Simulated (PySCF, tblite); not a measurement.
# C₅H₁₃NSi₂: geometry, infrared bands and NMR shifts

Wanted: the infrared bands and NMR shifts of C₅H₁₃NSi₂ (`CCN[Si@H]1C=CC[SiH2]1`), by calculation.

Programs: tblite 0.8.0 and PySCF 2.14.0, with density-fitted response routines of our own. Each step states its level of theory. These are calculated values for one molecule in the gas phase, unless marked as measured. Atoms count from 0, in the outputs and in this text.

**1. Starting geometry**

21 atoms, charge 0, multiplicity 1; geometry from: force field or distance geometry start.

Bonds of the start (Å): C0–C1 1.50, C1–N2 1.45, N2–Si3 1.74, Si3–C4 1.85, C4–C5 1.28, C5–C6 1.46, C6–Si7 1.87, Si7–Si3 2.28, C0–H8 1.09, C0–H9 1.11, C0–H10 1.13, C1–H11 1.11, C1–H12 1.13, N2–H13 1.04, Si3–H14 1.45, C4–H15 1.12, C5–H16 1.15, C6–H17 1.11, C6–H18 1.11, Si7–H19 1.45, Si7–H20 1.46.

**2. Geometry optimisation with GFN2-xTB**

Job settings and geometry (Å):

```
{"job": {"kind": "relax", "xc": "GFN2-xTB", "basis": "xTB"}, "charge": 0, "multiplicity": 1}
C     -3.072800     0.099000    -0.193100
C     -2.141300    -1.067900    -0.338400
N     -0.801700    -0.653900    -0.705800
Si    -0.033500     0.445300     0.399500
C      1.120200    -0.524600     1.477000
C      2.341700    -0.584600     1.083200
C      2.813400     0.070200    -0.129300
Si     1.737200     1.552200    -0.504800
H     -3.766800     0.149000    -1.032100
H     -2.497200     1.045200    -0.119500
H     -3.590900    -0.027500     0.801700
H     -2.541000    -1.839200    -1.035400
H     -2.073600    -1.574200     0.672800
H     -0.682900    -0.472500    -1.722500
H     -0.894500     1.344600     1.142400
H      0.741900    -1.014700     2.406200
H      3.100300    -1.166200     1.718900
H      3.862200     0.390200     0.054000
H      2.770500    -0.639600    -0.987400
H      2.070800     2.737100     0.255400
H      1.529200     1.749100    -1.933800
```

On the command line:

```sh
$ OMP_NUM_THREADS=1 python probes_run.py task.json out
```

One launch serves the whole session: the jobs run in the order shown.

**Question.** This job is followed by: GFN2-xTB harmonic vibrations, gas phase; GIAO PBE0/pcSseg-1 NMR shielding, non-relativistic, gas phase. Predict these results of the whole session: strongest single infrared mode (GFN2-xTB); zero-point energy (GFN2-xTB); ¹³C shifts against TMS (PBE0/pcSseg-1); ¹H shifts against TMS (PBE0/pcSseg-1, means over atoms taken as alike); ¹⁵N shifts against NH3 (PBE0/pcSseg-1); ²⁹Si shifts against TMS (PBE0/pcSseg-1).

**Answer**, as computed:

```
                                                              quantity                                                                 value
                             strongest single infrared mode (GFN2-xTB)                                                 2192 cm⁻¹, 521 km/mol
                                          zero-point energy (GFN2-xTB)                                                        103.8 kcal/mol
                                ¹³C shifts against TMS (PBE0/pcSseg-1)                                    157.0, 139.3, 43.6, 21.0, 19.8 ppm
¹H shifts against TMS (PBE0/pcSseg-1, means over atoms taken as alike)  7.04, 6.71, 5.68, 3.66, 3.58, 3.27, 2.82, 2.12, 1.96, 1.14, 0.16 ppm
                                ¹⁵N shifts against NH3 (PBE0/pcSseg-1)                                                              40.4 ppm
                               ²⁹Si shifts against TMS (PBE0/pcSseg-1)                                                      -26.9, -82.8 ppm
```

**Reading.** The optimisation took 155 steps and gained 0.957 eV; among the close pairs (by a distance rule), C5–H16 changed most, from 1.148 to 1.087 Å. All 57 modes are real, so the xTB geometry is a minimum. The strongest single mode, at 2192 cm⁻¹, moves mainly H20. Unscaled tight-binding wavenumbers are off by several per cent, some by more. Its intensities can rank the bands wrongly.
